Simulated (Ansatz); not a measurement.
**CHAlClNO: taking an electron away**

An exercise on one series of results from a longer session: the logs are not shown, and one member is left open.

Computed with Ansatz 0.2.0, Gaussian basis. Level: unrestricted cation, the program's frozen cores in correlated methods.

Levels to be run: UKS PBE-D4/def2-TZVPP; UKS r2SCAN-D4/def2-TZVPP; UKS PBE0-D4/def2-TZVPP; UKS B3LYP-D4/def2-TZVPP; UKS wB97X-V/def2-TZVPP; UKS wB97M-V/def2-TZVPP; UKS B2PLYP/def2-TZVPP; UHF-CCSD(T)/def2-TZVPP; UHF-CCSD(T)/def2-QZVPP; extrapolation to the limit; then −ε(HOMO) from the neutral's earlier runs with LDA (SPW92), PBE-D4, revPBE-D4, BLYP-D4, r2SCAN-D4, B97M-V, PBE0-D4, B3LYP-D4, r2SCANh-D4, r2SCAN0-D4, HSE06-D4, BHLYP-D4, CAM-B3LYP-D4, LC-ωPBE, ωB97X-V, ωB97M-V.

## The geometry

All runs share one geometry, relaxed beforehand with PBE0-D4 in a triple-zeta def2 set.

6 atoms, charge 0, spin multiplicity 1.

Atoms are counted from 1 here; the program's logs count them from 0.

Bond lengths: O1–C2 1.164 Å, C2–N3 1.197 Å, N3–Al4 1.756 Å, Al4–Cl5 2.083 Å, Al4–H6 1.562 Å. Angles: O1–C2–N3 179.3°, C2–N3–Al4 173.9°, N3–Al4–Cl5 117.9°, N3–Al4–H6 120.9°, Cl5–Al4–H6 121.2°.

Set-up of the first run:

Input file in.yaml:

```yaml
crystal:
  periodic: [false, false, false]
  atoms:
    - {symbol: O, position_ang: [-0.593587, -1.778813, -2.271408]}
    - {symbol: C, position_ang: [-0.424167, -1.086597, -1.351587]}
    - {symbol: N, position_ang: [-0.264019, -0.376865, -0.401556]}
    - {symbol: Al, position_ang: [0.146900, 0.686507, 0.934362]}
    - {symbol: Cl, position_ang: [2.090231, 1.431777, 1.025264]}
    - {symbol: H, position_ang: [-0.913260, 1.060091, 2.018723]}
basis:
  gaussian: {orbitals: def2-TZVPP}
total_charge: 1
magnetization: {spin_polarized: true, initial_magnetization: 1}
hamiltonian: {xc: pbe, dispersion: d4}
```

The run is started by

```sh
$ ansatz run in.yaml --threads 2 --pin off --events-out ev --progress --plain --max-ram 32768MiB --backend cpu
```

Steps of the session up to this table: Cation, UKS PBE-D4/def2-TZVPP; Cation, UKS r2SCAN-D4/def2-TZVPP; Cation, UKS PBE0-D4/def2-TZVPP; Cation, UKS B3LYP-D4/def2-TZVPP; Cation, UKS wB97X-V/def2-TZVPP; Cation, UKS wB97M-V/def2-TZVPP; Cation, UKS B2PLYP (frozen core)/def2-TZVPP; Cation, UHF-CCSD(T)/def2-TZVPP; Cation, UHF-CCSD(T)/def2-QZVPP.

One of the session's tables, all rows but one given; the rest of the session is left out.

Orbital estimates, from the neutral's runs:

| functional | −ε(HOMO) (eV) |
| --- | --- |
| LDA (SPW92) | ? |
| PBE-D4 | 7.49 |
| revPBE-D4 | 7.41 |
| BLYP-D4 | 7.35 |
| r2SCAN-D4 | 7.81 |
| B97M-V | 7.83 |
| PBE0-D4 | 8.89 |
| B3LYP-D4 | 8.64 |
| r2SCANh-D4 | 8.33 |
| r2SCAN0-D4 | 9.12 |
| HSE06-D4 | 8.49 |
| BHLYP-D4 | 10.19 |
| CAM-B3LYP-D4 | 10.26 |
| LC-ωPBE | 11.60 |
| ωB97X-V | 11.23 |
| ωB97M-V | 11.12 |

Estimate the missing values for LDA (SPW92).

As computed: −ε(HOMO) (eV): 7.72. In the column «−ε(HOMO) (eV)» it lies between PBE-D4 (7.49) and r2SCAN-D4 (7.81).

Caveats from the session: The cation may have settled in a state other than its lowest; no search over hole states beyond the program's own was made.
